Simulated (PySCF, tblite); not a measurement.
# C7H8N radical: geometry, infrared bands and EPR parameters

Wanted: the infrared bands and EPR parameters of C7H8N radical (`C#C[C]1C=CCN1C`), by calculation.

Computed with tblite 0.8.0 and PySCF 2.14.0, with density-fitted response routines of our own, on a single molecule in the gas phase. Atoms are numbered from 0 throughout.

### Step 1. The molecule as given

16 atoms, charge 0, multiplicity 2; geometry from: force field or distance geometry start.

Bonds of the start (Å): C0–C1 1.19, C1–C2 1.46, C2–C3 1.50, C3–C4 1.31, C4–C5 1.50, C5–N6 1.43, N6–C7 1.41, N6–C2 1.42, C0–H8 1.07, C3–H9 1.09, C4–H10 1.10, C5–H11 1.08, C5–H12 1.12, C7–H13 1.13, C7–H14 1.09, C7–H15 1.10.

### Step 2. Optimising the geometry with GFN2-xTB

The job: settings as JSON, then the geometry in Å.

```
{"job": {"kind": "relax", "xc": "GFN2-xTB", "basis": "xTB"}, "charge": 0, "multiplicity": 2}
C      2.563000     1.213700     0.220800
C      1.615700     0.678200     0.707600
C      0.470900     0.015600     1.317400
C      0.624800    -1.467900     1.171000
C     -0.219400    -1.959400     0.300400
C     -1.050800    -0.843500    -0.272600
N     -0.741900     0.242000     0.613600
C     -1.065900     1.537700     0.172800
H      3.408000     1.713700    -0.213800
H      1.353400    -2.010000     1.769200
H     -0.289000    -3.023600     0.022300
H     -0.867000    -0.682300    -1.328500
H     -2.123500    -1.149300    -0.182500
H     -2.194500     1.621800     0.171000
H     -0.752800     1.812300    -0.836600
H     -0.738500     2.309900     0.891600
```

Run with:

```bash
OMP_NUM_THREADS=1 python probes_run.py task.json out
```

One launch serves the whole session: the jobs run in the order shown.

**Question.** This job is followed by: GFN2-xTB harmonic vibrations, gas phase; UKS B3LYP, pcH-1 on C H N, non-relativistic, mean-field spin-orbit, GIAO. What will the session give for the following? strongest single infrared mode (GFN2-xTB); zero-point energy (GFN2-xTB); g(iso) (B3LYP); ⟨S²⟩; largest a(iso) (averaged by class); surface potential, 1st and 99th percentile.

The runs gave:

| quantity | value |
| --- | --- |
| strongest single infrared mode (GFN2-xTB) | 2840 cm⁻¹, 105 km/mol |
| zero-point energy (GFN2-xTB) | 78.4 kcal/mol |
| g(iso) (B3LYP) | 2.00282 |
| ⟨S²⟩ | 0.769 (exact 0.75) |
| largest a(iso) (averaged by class) | 1H on H11, H12, 110.3 MHz |
| surface potential, 1st and 99th percentile | -0.99 V and 1.25 V |

**Reading.** The optimisation took 127 steps and gained 1.346 eV; among the close pairs (by a distance rule), C2–C3 changed most, from 1.499 to 1.411 Å. No mode is imaginary among the 42: a minimum at this level. The strongest single mode, at 2840 cm⁻¹, moves mainly H12. Unscaled tight-binding wavenumbers are off by several per cent, some by more. Its intensities can rank the bands wrongly. The largest spin populations lie on C2 (0.39 e), C4 (0.38 e), C0 (0.32 e). The isotropic g lies 0.5 ppt above the free-electron value.
